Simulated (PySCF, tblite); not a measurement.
# C₇H₁₁F₃O: geometry, infrared bands and NMR shifts

Wanted: the infrared bands and NMR shifts of C₇H₁₁F₃O (`C[C@@H]1CCC[C@@H]1OC(F)(F)F`), by calculation.

Computed with tblite 0.8.0 and PySCF 2.14.0, with density-fitted response routines of our own, on a single molecule in the gas phase. Atoms count from 0, in the outputs and in this text.

**1. The molecule as given**

22 atoms, charge 0, multiplicity 1; geometry from: force field or distance geometry start.

Bonds of the start (Å): C0–C1 1.52, C1–C2 1.54, C2–C3 1.52, C3–C4 1.52, C4–C5 1.53, C5–O6 1.43, O6–C7 1.42, C7–F8 1.34, C7–F9 1.35, C7–F10 1.34, C5–C1 1.53, C0–H11 1.09, C0–H12 1.11, C0–H13 1.10, C1–H14 1.09, C2–H15 1.11, C2–H16 1.10, C3–H17 1.10, C3–H18 1.11, C4–H19 1.10, C4–H20 1.09, C5–H21 1.10.

**2. Geometry optimisation with GFN2-xTB**

The job: settings as JSON, then the geometry in Å.

```
{"job": {"kind": "relax", "xc": "GFN2-xTB", "basis": "xTB"}, "charge": 0, "multiplicity": 1}
C     -1.089100     1.914600     0.187500
C     -0.995900     0.603300    -0.571800
C     -1.573900    -0.578800     0.223200
C     -0.892200    -1.811400    -0.346900
C      0.237100    -1.320300    -1.234900
C      0.440800     0.145000    -0.856400
O      1.233700     0.234500     0.325400
C      2.607900     0.433200     0.043100
F      3.314500     0.359900     1.184300
F      3.050500    -0.517400    -0.803600
F      2.779000     1.642400    -0.516700
H     -0.624800     1.866200     1.174600
H     -2.153200     2.188300     0.350700
H     -0.616300     2.721800    -0.382400
H     -1.533800     0.700000    -1.512700
H     -2.673300    -0.629400     0.117800
H     -1.369100    -0.483600     1.295400
H     -1.590400    -2.451300    -0.903700
H     -0.495100    -2.425300     0.487100
H     -0.077300    -1.381800    -2.282800
H      1.130100    -1.928100    -1.115500
H      0.880200     0.737400    -1.668100
```

Launch:

```bash
$ OMP_NUM_THREADS=1 python probes_run.py task.json out
```

One launch serves the whole session: the jobs run in the order shown.

**Question.** This job is followed by: GFN2-xTB harmonic vibrations, gas phase; GIAO PBE0/pcSseg-1 NMR shielding, non-relativistic, gas phase. Predict these results of the whole session: strongest single infrared mode (GFN2-xTB); zero-point energy (GFN2-xTB); 13C shifts against TMS (PBE0/pcSseg-1); 1H shifts against TMS (PBE0/pcSseg-1, means over atoms taken as alike); 17O shifts against H2O (PBE0/pcSseg-1); 19F shifts against CFCl3 (PBE0/pcSseg-1, means over atoms taken as alike).

**Answer**, as computed:

| quantity | value |
| --- | --- |
| strongest single infrared mode (GFN2-xTB) | 1256 cm⁻¹, 661 km/mol |
| zero-point energy (GFN2-xTB) | 109.5 kcal/mol |
| 13C shifts against TMS (PBE0/pcSseg-1) | 131.4, 86.9, 45.1, 37.8, 36.3, 28.2, 15.8 ppm |
| 1H shifts against TMS (PBE0/pcSseg-1, means over atoms taken as alike) | 4.56, 2.35, 2.20, 1.99, 1.75, 1.69, 1.56, 1.46, 1.27 ppm |
| 17O shifts against H2O (PBE0/pcSseg-1) | 134.4 ppm |
| 19F shifts against CFCl3 (PBE0/pcSseg-1, means over atoms taken as alike) | -72.7 ppm |

What this shows: Over 123 steps the energy fell by 0.343 eV; of the close pairs, O6–C7 changed most, 1.417 to 1.306 Å. All 60 modes are real, so the xTB geometry is a minimum. The strongest single mode, at 1256 cm⁻¹, moves mainly C7 and O6. Unscaled tight-binding wavenumbers are off by several per cent, some by more. Its intensities can rank the bands wrongly. The most deshielded hydrogen is H21 (hydrogen on an sp3 CH bonded to O), at 4.56 ppm: its carbon carries O, hence the downfield position. At PBE0/pcSseg-1: Shielding is most anisotropic at F8, F9, F10 (span 196 ppm, paramagnetic term -228 ppm).
